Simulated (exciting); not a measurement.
The system is TcIr.

```xyz
2
Lattice="2.7399 0.0000 0.0000 -1.3700 2.3728 0.0000 0.0000 0.0000 4.3555" Properties=species:S:1:pos:R:3 pbc="T T T"
Ir    0.0000    1.5819    2.1777
Tc    0.0000    0.0000    0.0000
```

The cell comes from a database or a generator and needn't be the stable form of this composition.

* Program: exciting (release sodium)
* Task: single point
* Functional: PBEsol
* Potentials or basis: all-electron LAPW+lo, shipped species files, valence relativity iora*
* rgkmax: 9
* k mesh: 11 × 11 × 6
* Occupations: fermi-dirac, width 0.05 eV
* Spin: no spin polarisation
* gmaxvr (cutoff of density and potential): 14 1/bohr
* lmaxapw (and lmaxmat): 10
* lmaxvr: 8
* nempty: 18
* Valence relativity: iora*
* epsengy: 1e-05 Ha
* epspot: 1e-05 Ha
* maxscl: 60
* Muffin-tin radii: Ir 2.3, Tc 2.3 bohr

On this cell: largest force under 0.003 eV/Å; band gap on the k mesh none (metal or under the smearing width).

The same run follows on a disturbed copy (atoms moved at random, drawn with an rms of 0.05 Å):

```
CELL_PARAMETERS angstrom
2.73991 0.00000 0.00000
-1.36995 2.37283 0.00000
0.00000 0.00000 4.35546
ATOMIC_POSITIONS crystal
Ir 0.33850 0.65468 0.49946
Tc 0.99704 0.98354 0.00423
```

Question: What does the disturbed cell give?

Answer: The energy (extrapolated to zero smearing) moves by +0.1 meV/atom; largest force 0.309 eV/Å; band gap on the k mesh none (metal or under the smearing width).

Forces on the atoms (eV/Å):
```
Ir  -0.116 -0.076  0.276
Tc   0.116  0.076 -0.276
```

The work of the forces gives +2.1 meV/atom, so energy and forces disagree here: the move is beyond the harmonic range, or one of them holds noise.

Caveats: the free energy is that total less TS from the occupations.
